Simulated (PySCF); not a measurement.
# C2H6MoO3 (Mo(CMe)(OH)3): the cost of one run

Programs: PySCF 2.14.0, with density-fitted response routines of our own. Each step states its level of theory. These are calculated values for one molecule in the gas phase, unless marked as measured. Atoms count from 0, in the outputs and in this text.

### 1 Starting geometry

12 atoms, charge 0, multiplicity 1; geometry from: GFN2-xTB. The atoms were then displaced at random by about 0.03 Å, so the start is not that level's minimum.

Bonds of the start (Å): Mo0–C1 1.81, Mo0–O6 1.82, Mo0–O8 1.98, Mo0–O10 1.83, C1–C2 1.43, C2–H3 1.16, C2–H4 1.05, C2–H5 1.12, O6–H7 0.99, O8–H9 0.93, O10–H11 0.94.

### 2 Optimising the geometry at PBE0-D3(BJ)/def2-SVP

The job: settings as JSON, then the geometry in Å.

```
{"job": {"xc": "PBE0", "basis": "def2-SVP", "d3": "d3bj", "grid": 1, "maxiter": 40, "shake": 0.03, "kind": "geom"}, "charge": 0, "multiplicity": 1}
Mo     0.098140    -0.073800    -1.060200
C     -0.106940    -0.025060     0.737390
C     -0.076770     0.001510     2.165240
H      0.384010     1.000060     2.540640
H     -0.995350    -0.252300     2.595690
H      0.697860    -0.707380     2.544140
O      1.801820     0.377470    -1.515710
H      1.942060     0.421510    -2.498140
O     -1.076900     1.435620    -1.556320
H     -1.613490     2.088820    -1.159160
O     -0.391490    -1.759270    -1.577070
H     -0.547470    -2.589920    -1.165510
```

On the command line:

```bash
> OMP_NUM_THREADS=1 python probes_run.py task.json out
```

The driver reads the jobs from task.json and runs them one after another.

Q: Estimate the wall time and peak memory of this first job on 1 thread of AMD EPYC 9B45, shared host.

About 45 s, with a peak of 0.5 GiB.
